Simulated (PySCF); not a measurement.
**SbN⁺: the SCF solver's settings**

Aim: find out which solver settings change the answer for SbN⁺.

The runs use PySCF 2.14.0; each script names its method and basis.

5 further runs of the same task are left out: 1 for a known fault of the program, 4 that didn't finish.

### Step 1. Starting geometry

SbN⁺: 2 atoms, charge 1, spin multiplicity 2.

Bond lengths: Sb1–N2 1.908 Å.

### Step 2. Base script

Input file input.py:

```python
from pyscf import gto, scf

mol = gto.M(
    atom='Sb 0 0 0; N 0 0 1.908',
    basis='crenbl',
    ecp={'Sb': 'crenbl', 'N': 'crenbl'},
    charge=1,
    spin=1,
    verbose=3,
)
mf = scf.UHF(mol)
mf.kernel()
mf.stability(internal=True, external=True)
mf.dip_moment()
print('orbital energies (hartree):', [e[max(0, n-3):n+3].round(4) for e, n in zip(mf.mo_energy, mol.nelec)])
```

Run with:

```bash
> OMP_NUM_THREADS=1 python input.py
```

Its log is not repeated here.

It gives: E(SCF) = -89.809095 Eh, ⟨S²⟩ = 0.798, internal unstable; real -> complex unstable; UHF/UKS -> GHF/GKS unstable.

The bond length is a typed value, not an optimised one. The dipole of an ion depends on the origin. A lower solution of the same kind exists, so this energy is an upper bound.

### Step 3. Smearing width 0.01 hartree

Run 1 changes smearing width: none → 0.01 hartree; step after the SCF: stability → none.

Input file input.py:

```python
from pyscf import gto, scf

mol = gto.M(
    atom='Sb 0 0 0; N 0 0 1.908',
    basis='crenbl',
    ecp={'Sb': 'crenbl', 'N': 'crenbl'},
    charge=1,
    spin=1,
    verbose=3,
)
mf = scf.UHF(mol)
mf = scf.addons.smearing_(mf, sigma=0.01, method='fermi')
mf.kernel()
mf.dip_moment()
print('orbital energies (hartree):', [e[max(0, n-3):n+3].round(4) for e, n in zip(mf.mo_energy, mol.nelec)])
```

Run with:

```bash
> OMP_NUM_THREADS=1 python input.py
```

### Step 4. Damping 0.2

Run 2 changes damping: none → 0.2.

input.py: that of step 2 with these lines changed.

```diff
@@ -11,2 +11,4 @@
 mf = scf.UHF(mol)
+mf.damp = 0.2
+mf.diis_start_cycle = 8
 mf.kernel()
```

### Step 5. Damping 0.5

Run 3 changes damping: none → 0.5.

input.py: that of step 2 with these lines changed.

```diff
@@ -11,2 +11,4 @@
 mf = scf.UHF(mol)
+mf.damp = 0.5
+mf.diis_start_cycle = 8
 mf.kernel()
```

### Step 6. Point-group symmetry on

Run 4 changes point-group symmetry: off → on.

input.py: that of step 2 with these lines changed.

```diff
@@ -8,2 +8,3 @@
     spin=1,
+    symmetry=True,
     verbose=3,
```

What does the calculation give? Wanted: for each run, E(SCF); from base; after the SCF.

**Answer**, as computed:

| run | E(SCF) (hartree) | from base (eV) | after the SCF |
| --- | --- | --- | --- |
| base | -89.809095 | 0 | unstable: internal, real -> complex, UHF/UKS -> GHF/GKS |
| smearing width 0.01 hartree | -89.675797 | not comparable | n/a |
| damping 0.2 | -89.809095 | 0.0000 | unstable: internal, real -> complex, UHF/UKS -> GHF/GKS |
| damping 0.5 | -89.809095 | 0.0000 | unstable: internal, real -> complex, UHF/UKS -> GHF/GKS |
| point-group symmetry on | -89.809095 | 0.0000 | unstable: internal, UHF/UKS -> GHF/GKS (point group kept) |

In words: No change of the SCF energy comes from damping 0.2 or damping 0.5 or point-group symmetry on.
